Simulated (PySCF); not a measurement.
# C6H10N2: the cost of one run

Programs: PySCF 2.14.0, with routines of our own; each step states its level. All values are computed. Atoms count from 0.

## Step 1: The system as given

18 atoms, charge 0, multiplicity 1; geometry from: GFN2-xTB.

## Step 2: First hyperpolarisability: quadratic response CAM-B3LYP/def2-SVPD

Job settings and geometry (Å):

```
{"job": {"kind": "beta", "xc": "CAM-B3LYP", "basis": "def2-SVPD", "wavelengths": [1064]}, "charge": 0, "multiplicity": 1}
C      3.366922    -0.430387     0.064214
N      2.197407     0.058951     0.749997
N      1.029018    -0.155213     0.127945
C      0.014431     0.569145     0.385105
C     -1.261447     0.282906    -0.206420
C     -2.591101     0.964881    -0.086190
C     -2.487036    -0.491727     0.219955
C     -1.745651    -0.884292    -1.013343
H      3.121247    -1.405513    -0.350866
H      3.691929     0.226193    -0.752673
H      4.178951    -0.534927     0.782695
H      2.310142     0.961368     1.218168
H      0.066304     1.439467     1.055727
H     -3.099195     1.268652    -0.995644
H     -2.737818     1.650270     0.740426
H     -2.711780    -1.037766     1.110614
H     -1.147168    -1.784617    -0.982007
H     -2.203916    -0.691074    -1.977120
```

Level: quadratic response CAM-B3LYP/def2-SVPD first hyperpolarisability, Taylor convention, gas phase.

Launch:

```bash
$ OMP_NUM_THREADS=1 python excited_run.py task.json out
```

One launch serves the whole session: the jobs run in the order shown.

Q: Estimate the wall time and peak memory of this first job on 1 thread of Arm Neoverse V2, shared host.

About 54 s, with a peak of 0.99 GiB.
